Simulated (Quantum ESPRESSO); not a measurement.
# HfGe (P-6m2) in Quantum ESPRESSO: single point with PBE

Aim: the single point of HfGe with PBE.

Program: Quantum ESPRESSO 7.5. These are calculated values, not measurements. Logs are shortened: lines on timing, memory, paths and dates and some standing lists are left out, and cuts for length are marked.

### Step 1. Starting point

It takes space group P-6m2 (No. 187, hexagonal). Conventional cell: a = 3.934 Å, b = 3.934 Å, c = 3.510 Å, α = 90.00°, β = 90.00°, γ = 120.00°. Hf (site symmetry -6m2) is surrounded by 3 Ge at 2.27 Å. Ge (site symmetry -6m2) has 3 Hf at 2.27 Å as nearest neighbours.

The cell was built by a generator and needn't be a form met in nature.

### Step 2. Single point, PBE

Contents of pw.in:

```
&CONTROL
  calculation = 'scf'
  prefix = 'pwscf'
  outdir = './tmp'
  pseudo_dir = './pseudo'
  tprnfor = .true.
  tstress = .true.
  disk_io = 'nowf'
/
&SYSTEM
  ibrav = 0
  nat = 2
  ntyp = 2
  ecutwfc = 132
  nbnd = 33
  occupations = 'smearing'
  smearing = 'fd'
  degauss = 0.00367493
/
&ELECTRONS
  conv_thr = 4d-10
  electron_maxstep = 120
  mixing_beta = 0.5
/
ATOMIC_SPECIES
Hf   178.4900 Hf.upf
Ge    72.6300 Ge.upf
CELL_PARAMETERS angstrom
   3.9335093900    0.0000000000    0.0000000000
  -1.9667546900    3.4065190500    0.0000000000
   0.0000000000    0.0000000000    3.5096193900
ATOMIC_POSITIONS crystal
Hf     0.0000000000    0.0000000000    0.5000000000
Ge     0.3333333300    0.6666666700    0.5000000000
K_POINTS automatic
2 2 2 0 0 0
```

Potentials or basis: PseudoDojo 0.4 SR PBE stringent.

Launch:

```console
> OMP_NUM_THREADS=1 pw.x -in pw.in > pw.out
```

pw.out:

```text
This program is part of the open-source Quantum ESPRESSO suite
     for quantum simulation of materials; please cite
[... 9 lines left out ...]
     --------------------
     sticks:   dense  smooth     PW     G-vecs:    dense   smooth      PW
     Sum        2017    2017    559                64981    64981    9655

     Using Slab Decomposition

     bravais-lattice index     =            0
     lattice parameter (alat)  =       7.4333  a.u.
     unit-cell volume          =     317.3567 (a.u.)^3
     number of atoms/cell      =            2
     number of atomic types    =            2
     number of electrons       =        48.00
     number of Kohn-Sham states=           33
     kinetic-energy cutoff     =     132.0000  Ry
     charge density cutoff     =     528.0000  Ry
     scf convergence threshold =      4.0E-10
     mixing beta               =       0.5000
     number of iterations used =            8  plain     mixing
     Exchange-correlation= PBE
                           (   1   4   3   4   0   0   0)

     celldm(1)=   7.433255  celldm(2)=   0.000000  celldm(3)=   0.000000
     celldm(4)=   0.000000  celldm(5)=   0.000000  celldm(6)=   0.000000

     crystal axes: (cart. coord. in units of alat)
               a(1) = (   1.000000   0.000000   0.000000 )
               a(2) = (  -0.500000   0.866025   0.000000 )
               a(3) = (   0.000000   0.000000   0.892236 )

     reciprocal axes: (cart. coord. in units 2 pi/alat)
               b(1) = (  1.000000  0.577350 -0.000000 )
               b(2) = (  0.000000  1.154701  0.000000 )
               b(3) = (  0.000000 -0.000000  1.120779 )

     PseudoPot. # 1 for Hf read from file:
     Hf.upf
     Pseudo is Norm-conserving + core correction, Zval = 26.0
     Generated using ONCVPSP code by D. R. Hamann
     Using radial grid of 1656 points,  8 beta functions with:
                l(1) =   0
                l(2) =   0
                l(3) =   1
                l(4) =   1
                l(5) =   2
                l(6) =   2
                l(7) =   3
                l(8) =   3

     PseudoPot. # 2 for Ge read from file:
     Ge.upf
     Pseudo is Norm-conserving + core correction, Zval = 22.0
     Generated using ONCVPSP code by D. R. Hamann
     Using radial grid of 1560 points,  6 beta functions with:
                l(1) =   0
                l(2) =   0
                l(3) =   1
                l(4) =   1
                l(5) =   2
                l(6) =   2

     atomic species   valence    mass     pseudopotential
     Hf               26.00   178.49000     Hf( 1.00)
     Ge               22.00    72.63000     Ge( 1.00)

     12 Sym. Ops. (no inversion) found

   Cartesian axes

     site n.     atom                  positions (alat units)
         1        Hf     tau(   1) = (   0.0000000   0.0000000   0.4461181  )
         2        Ge     tau(   2) = (  -0.0000000   0.5773503   0.4461181  )

     number of k points=     4  Fermi-Dirac smearing, width (Ry)=  0.0037
                       cart. coord. in units 2pi/alat
        k(    1) = (   0.0000000   0.0000000   0.0000000), wk =   0.2500000
        k(    2) = (   0.0000000   0.0000000  -0.5603897), wk =   0.2500000
        k(    3) = (   0.0000000  -0.5773503   0.0000000), wk =   0.7500000
        k(    4) = (   0.0000000  -0.5773503  -0.5603897), wk =   0.7500000

     Dense  grid:    64981 G-vectors     FFT dimensions: (  60,  60,  50)

     Initial potential from superposition of free atoms

     starting charge      47.9973, renormalised to      48.0000
     Starting wfcs are   30 randomized atomic wfcs +    3 random wfcs

     Self-consistent Calculation

     iteration #  1     ecut=   132.00 Ry     beta= 0.50
     Davidson diagonalization with overlap
     ethr =  1.00E-02,  avg # of iterations =  4.0

     Threshold (ethr) on eigenvalues was too large:
     Diagonalizing with lowered threshold

     Davidson diagonalization with overlap
     ethr =  2.38E-04,  avg # of iterations =  2.0

     total energy              =   -1127.15633373 Ry
     estimated scf accuracy    <       0.11738986 Ry

     iteration #  2     ecut=   132.00 Ry     beta= 0.50
     Davidson diagonalization with overlap
     ethr =  2.45E-04,  avg # of iterations =  2.0

     total energy              =   -1127.17401170 Ry
     estimated scf accuracy    <       0.00581470 Ry

     iteration #  3     ecut=   132.00 Ry     beta= 0.50
     Davidson diagonalization with overlap
     ethr =  1.21E-05,  avg # of iterations =  6.5

     total energy              =   -1127.17473481 Ry
     estimated scf accuracy    <       0.00090675 Ry

     iteration #  4     ecut=   132.00 Ry     beta= 0.50
     Davidson diagonalization with overlap
     ethr =  1.89E-06,  avg # of iterations =  2.0

     total energy              =   -1127.17480174 Ry
     estimated scf accuracy    <       0.00007060 Ry

     iteration #  5     ecut=   132.00 Ry     beta= 0.50
     Davidson diagonalization with overlap
     ethr =  1.47E-07,  avg # of iterations =  2.0

     total energy              =   -1127.17480874 Ry
     estimated scf accuracy    <       0.00000611 Ry

     iteration #  6     ecut=   132.00 Ry     beta= 0.50
     Davidson diagonalization with overlap
     ethr =  1.27E-08,  avg # of iterations =  2.0

     total energy              =   -1127.17480952 Ry
     estimated scf accuracy    <       0.00000045 Ry

     iteration #  7     ecut=   132.00 Ry     beta= 0.50
     Davidson diagonalization with overlap
     ethr =  9.36E-10,  avg # of iterations =  2.0

     total energy              =   -1127.17480958 Ry
     estimated scf accuracy    <       0.00000002 Ry

     iteration #  8     ecut=   132.00 Ry     beta= 0.50
     Davidson diagonalization with overlap
     ethr =  3.24E-11,  avg # of iterations =  2.0

     total energy              =   -1127.17480959 Ry
     estimated scf accuracy    <          4.4E-10 Ry

     iteration #  9     ecut=   132.00 Ry     beta= 0.50
     Davidson diagonalization with overlap
     ethr =  9.14E-13,  avg # of iterations =  3.2

     End of self-consistent calculation

          k = 0.0000 0.0000 0.0000 (  8119 PWs)   bands (ev):

  -149.6612 -96.8420 -96.8420 -96.8000 -48.3967 -17.3827 -17.3827 -16.9001
   -10.6163 -10.5965 -10.5965 -10.5831 -10.5831   1.7528   1.8600   1.8600
     1.8726   1.8726   1.8934   1.9006   3.2390  10.7113  10.7113  12.3282
    15.8239  16.6284  16.6284  18.3217  21.1843  21.1843  23.1189  25.8211
    25.8211

          k = 0.0000 0.0000-0.5604 (  8136 PWs)   bands (ev):

  -149.6612 -96.8420 -96.8420 -96.8001 -48.3920 -17.3698 -17.3698 -17.0475
   -10.6028 -10.6028 -10.5987 -10.5827 -10.5827   1.7958   1.8563   1.8563
     1.8746   1.8836   1.8836   1.9008   4.2450  10.2075  11.1095  11.1095
    14.9460  14.9460  18.5916  19.9706  20.9041  22.9486  22.9486  23.7059
    23.7059

          k = 0.0000-0.5774 0.0000 (  8134 PWs)   bands (ev):

  -149.6612 -96.8420 -96.8420 -96.8000 -48.3936 -17.4542 -17.3685 -16.8990
   -10.7412 -10.6690 -10.5977 -10.5817 -10.5627   1.8476   1.8545   1.8625
     1.8641   1.8730   1.8912   1.9026   4.9265   9.5255  12.8127  13.2414
    13.5849  14.8500  16.3023  16.7127  20.2268  21.3215  22.6837  25.3150
    25.8687

          k = 0.0000-0.5774-0.5604 (  8108 PWs)   bands (ev):

  -149.6612 -96.8420 -96.8420 -96.8001 -48.3890 -17.4383 -17.3550 -17.0434
   -10.7405 -10.6684 -10.6043 -10.5876 -10.5424   1.8489   1.8562   1.8598
     1.8719   1.8764   1.8845   1.8948   5.8745  10.0703  10.8159  13.8029
    14.2837  14.7719  15.3041  17.6024  18.9545  19.5006  22.4361  25.9047
    26.1826

     the Fermi energy is    13.6939 ev

!    total energy              =   -1127.17480959 Ry
     estimated scf accuracy    <          2.1E-11 Ry
     smearing contrib. (-TS)   =      -0.00181451 Ry
     internal energy E=F+TS    =   -1127.17299508 Ry

     The total energy is F=E-TS. E is the sum of the following terms:
     one-electron contribution =    -911.75064403 Ry
     hartree contribution      =     480.51110345 Ry
     xc contribution           =    -136.96336827 Ry
     ewald contribution        =    -558.97008623 Ry

     convergence has been achieved in   9 iterations

     Forces acting on atoms (cartesian axes, Ry/au):

     atom    1 type  1   force =     0.00000000    0.00000000    0.00000000
     atom    2 type  2   force =     0.00000000    0.00000000    0.00000000

     Total force =     0.000000     Total SCF correction =     0.000000

     Computing stress (Cartesian axis) and pressure

          total   stress  (Ry/bohr**3)                   (kbar)     P=      392.05
   0.00412067  -0.00000000   0.00000000          606.17       -0.00        0.00
  -0.00000000   0.00412067   0.00000000           -0.00      606.17        0.00
   0.00000000   0.00000000  -0.00024602            0.00        0.00      -36.19

=------------------------------------------------------------------------------=
   JOB DONE.
=------------------------------------------------------------------------------=
```

Wall time 19 s (1 thread of Arm Neoverse V1, shared host); peak memory 0.15 GiB.

What came out:

- Free energy: -15335.9946 eV
- Pressure: 39.2 GPa
- Band gap on the k mesh: none (metal or under the smearing width)

Levels at points of the mesh, in eV from the Fermi level:
| k point | band 20 | band 21 | band 22 | band 23 | band 24 | band 25 | band 26 | band 27 | band 28 | band 29 |
| --- | --- | --- | --- | --- | --- | --- | --- | --- | --- | --- |
| (0.00, 0.00, 0.00) | -11.79 | -10.45 | -2.98 | -2.98 | -1.37 | 2.13 | 2.93 | 2.93 | 4.63 | 7.49 |
| (0.00, 0.00, -0.50) | -11.79 | -9.45 | -3.49 | -2.58 | -2.58 | 1.25 | 1.25 | 4.90 | 6.28 | 7.21 |
| (0.00, -0.50, 0.00) | -11.79 | -8.77 | -4.17 | -0.88 | -0.45 | -0.11 | 1.16 | 2.61 | 3.02 | 6.53 |
| (0.00, -0.50, -0.50) | -11.80 | -7.82 | -3.62 | -2.88 | 0.11 | 0.59 | 1.08 | 1.61 | 3.91 | 5.26 |

Caveat: the k mesh is coarse (spacing up to 0.92 Å⁻¹), so the values aren't converged; a pressure of tens of GPa on the cell as given is suspect, and the run, the potentials or the cell itself is likely at fault.
